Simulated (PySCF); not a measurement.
# The bond of TlH, level by level

The task here is to estimate one member of a computed series from the others.

Method: Tl def2-TZVPP with ECP60, H def2-TZVPP, scalar-relativistic core potentials; program: PySCF 2.14.0.

The first run:

The job is set up so:

```yaml
atoms: Tl, H
charge: 0
basis: Tl def2-TZVPP with ECP60, H def2-TZVPP
Hamiltonian: scalar-relativistic core potentials
basis_functions: 64
electrons_treated: 22
masses_in_u: 204.9744, 1.0078
levels: PBE0, PBE, r²SCAN, B3LYP, TPSSh, BLYP, B97-3, HSE06, HF, MP2, SCS-MP2, CCSD, CCSD(T)
grid: 80 radial by 434 angular points
occupations: held fixed by the projection of orbital angular momentum
dissociation_limit: Tl + H, each in its ground configuration
starting_distance_in_angstrom: 1.750
values_of_2S_to_try: 0, 2
```

Started as:

```
OMP_NUM_THREADS=1 python dia.py task.json out
```

Among the steps run: The job; The PBE0 curve of the state that the search chose; Excited determinants; PBE; r²SCAN (meta-GGA); B3LYP (global hybrid GGA); TPSSh; BLYP (GGA); B97-3 (global hybrid GGA); HSE06 (range-separated hybrid); RHF (mean field); Correlated methods on the Hartree–Fock reference.

One of the session's tables, all rows but one given; the rest of the session is left out.

| level | Re (Å) | ωe (cm⁻¹) | De (eV) |
| --- | --- | --- | --- |
| RHF | 1.896 | 1425 | 1.64 |
| RHF-MP2 | 1.884 | 1427 | 2.36 |
| RHF-SCS-MP2 | 1.895 | 1402 | 2.46 |
| RHF-CCSD | 1.899 | 1389 | 2.52 |
| RHF-CCSD(T) | 1.900 | 1380 | 2.56 |
| PBE | ? | ? | ? |
| BLYP | 1.942 | 1291 | 2.61 |
| r²SCAN | 1.903 | 1376 | 2.56 |
| TPSSh | 1.910 | 1371 | 2.71 |
| B3LYP | 1.917 | 1350 | 2.61 |
| PBE0 | 1.901 | 1384 | 2.50 |
| B97-3 | 1.916 | 1351 | 2.57 |
| HSE06 | 1.905 | 1378 | 2.50 |

Q: Estimate the row for PBE from the others.

The run gave: Re (Å): 1.926; ωe (cm⁻¹): 1322; De (eV): 2.55. In the column «Re (Å)» it lies between B3LYP (1.917) and BLYP (1.942).
